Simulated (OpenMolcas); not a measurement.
# Fe²⁺ among point charges: CASSCF and CASPT2 levels and susceptibility

Aim: the splitting of the states of Fe²⁺ in the field of 2 point charges, its lowest levels with spin-orbit coupling and its magnetic susceptibility.

Method: state-averaged CASSCF and CASPT2, spin-orbit coupling by RASSI with atomic mean-field integrals. Code: OpenMolcas 26.06.

### Step 1. The system

```
Species                           : Fe²⁺ (iron, Z = 26, 24 electrons)
Basis                             : ANO-RCC-VDZP [5s4p2d1f], 34 functions
Scalar Hamiltonian                : DKH2, point nucleus
Inactive shells                   : 1s 2s 2p 3s 3p
Active space                      : 6 electrons in 5 orbitals (3d)
Some configurations of this space : 3d⁶
Orbitals                          : optimised for each spin and parity, averaged over all roots
```

Outer shells as boxes (Hund's rule):

3d6
```
3d [↑↓][↑ ][↑ ][↑ ][↑ ]
```

The ion sits among 2 point charges of -2 e arranged as a linear pair (D∞h), 2.32 Å from the ion.

The work runs as a chain of OpenMolcas steps in one folder; each step below is one input file. Labels, J, g values, rates, χT and fits are worked out afterwards by a script from the matrices that RASSI stores. The input lists half of the charges; inversion (Group=XYZ) makes the rest.

### Step 2. Basis and integrals

The input, a.inp:

```
&GATEWAY
Coord
1

Fe 0.0 0.0 0.0
Basis=ANO-RCC-VDZP
Group=XYZ
NoMove
AngMom=0.0 0.0 0.0
AMFI
XField
1 Angstrom 0
0.000000 0.000000 2.320000 -2.000000
&SEWARD
```

On the command line:

```console
$ OMP_NUM_THREADS=1 MOLCAS_MEM=1689 MOLCAS_PROJECT=a pymolcas a.inp > a.log
```

### Step 3. Reference wave functions, quintets of even parity, 5 roots

The input, a.inp:

```
&RASSCF
FileOrb=start.orb
Symmetry=1
Spin=5
nActEl=6 0 0
Inactive=3 6
Ras2=5 0
CIRoot=5 5 1
SDav=5
CIMx=300
Iter=120 100
PrWF=0.3
OrbListing=Nothing
MaxOrb=0
>>> COPY $Project.JobIph JOB001
```

start.orb holds the contracted functions of the basis, ordered by shell, or the orbitals of the step before.

### Step 4. Reference wave functions, triplets of even parity, 45 roots

The input, a.inp:

```
&RASSCF
FileOrb=start.orb
Symmetry=1
Spin=3
nActEl=6 0 0
Inactive=3 6
Ras2=5 0
CIRoot=45 45 1
SDav=45
CIMx=300
Iter=120 100
PrWF=0.3
OrbListing=Nothing
MaxOrb=0
>>> COPY $Project.JobIph JOB002
```

### Step 5. Reference wave functions, singlets of even parity, 50 roots

The input, a.inp:

```
&RASSCF
FileOrb=start.orb
Symmetry=1
Spin=1
nActEl=6 0 0
Inactive=3 6
Ras2=5 0
CIRoot=50 50 1
SDav=50
CIMx=300
Iter=120 100
PrWF=0.3
OrbListing=Nothing
MaxOrb=0
>>> COPY $Project.JobIph JOB003
```

### Step 6. RASSI: spin-orbit coupling between the states

The input, a.inp:

```
&RASSI
NrOfJobIphs=3 5 45 50
1 2 3 4 5
1 2 3 4 5 6 7 8 9 10 11 12 13 14 15 16 17 18 19 20 21 22 23 24 25 26 27
28 29 30 31 32 33 34 35 36 37 38 39 40 41 42 43 44 45
1 2 3 4 5 6 7 8 9 10 11 12 13 14 15 16 17 18 19 20 21 22 23 24 25 26 27
28 29 30 31 32 33 34 35 36 37 38 39 40 41 42 43 44 45 46 47 48 49 50
IphNames
JOB001
JOB002
JOB003
EJob
SpinOrbit
DIPRint=1.0
SOCoupling=1000.0
Subsets=2
Property=9
'ANGMOM' 1 'ANGMOM' 2 'ANGMOM' 3 'MLTPL  1' 1 'MLTPL  1' 2 'MLTPL  1' 3
'AMFI' 1 'AMFI' 2 'AMFI' 3
SOProperty=3
'ANGMOM' 1 'ANGMOM' 2 'ANGMOM' 3
```

### Step 7. CASPT2: IPEA 0.25, imaginary shift 0.1 (closed shells correlated: 3s 3p)

The input, a.inp:

```
>>> COPY JOB001 $Project.JobIph
&CASPT2
Multistate=5 1 2 3 4 5
NoMult
Frozen=2 3
IPEA=0.25
Imaginary=0.1
MaxIter=60
WThr=0.0 0.3 0.05
PrWF=0.5
NoMix
>>> COPY JOB002 $Project.JobIph
&CASPT2
Multistate=45 1 2 3 4 5 6 7 8 9 10 11 12 13 14 15 16 17 18 19 20 21 22
23 24 25 26 27 28 29 30 31 32 33 34 35 36 37 38 39 40 41 42 43 44 45
NoMult
Frozen=2 3
IPEA=0.25
Imaginary=0.1
MaxIter=60
WThr=0.0 0.3 0.05
PrWF=0.5
NoMix
>>> COPY JOB003 $Project.JobIph
&CASPT2
Multistate=50 1 2 3 4 5 6 7 8 9 10 11 12 13 14 15 16 17 18 19 20 21 22
23 24 25 26 27 28 29 30 31 32 33 34 35 36 37 38 39 40 41 42 43 44 45 46
47 48 49 50
NoMult
Frozen=2 3
IPEA=0.25
Imaginary=0.1
MaxIter=60
WThr=0.0 0.3 0.05
PrWF=0.5
NoMix
```

(Steps that only read results are left out.)

Q: Predict the outcome of this session. Wanted: spin-free ground state; first state of the same spin within the active space; lowest level; next level.

The runs gave:

| quantity | value |
| --- | --- |
| method | SS-CASPT2, IPEA 0.25, imaginary shift 0.1 (closed shells correlated: 3s 3p) |
| spin-free ground state | 5Delta, 2-fold in its orbital part |
| first state of the same spin within the active space | 5Pi at 7370 cm⁻¹ |
| lowest level | 2-fold, g = 0.00, 0.00, 12.01 |
| next level | 210.4 cm⁻¹ |
| χT at 300 K | 4.90 cm³ K/mol |
| effective moment at 300 K | 6.26 μB |

Cost by method:

```csv
method,time of its own steps,time with the reference
A. CASSCF,20 s,20 s
"B. SS-CASPT2, IPEA 0.25, imaginary shift 0.1, +3s 3p",4.1 s,24 s
```

Times are of one thread on a shared host.

In words: The spin-free ground state (5Delta) comes to 100 % from free-ion D terms and keeps the highest spin of the shell. χT at 300 K is 4.90, against 3.01 cm³ K/mol for the spin alone, so orbital moment adds to it. An active space of the d shell alone favours high spin; real ions in strong fields can be low spin. CASPT2 does not keep the components of a term degenerate, and the means are used. The field of point charges can differ much from that of real complexes. With metal d orbitals alone active, the gaps between spin states are rough; where two lie within a few thousand cm-1, their order is open. This is an electrostatic model: the charges have no orbitals.
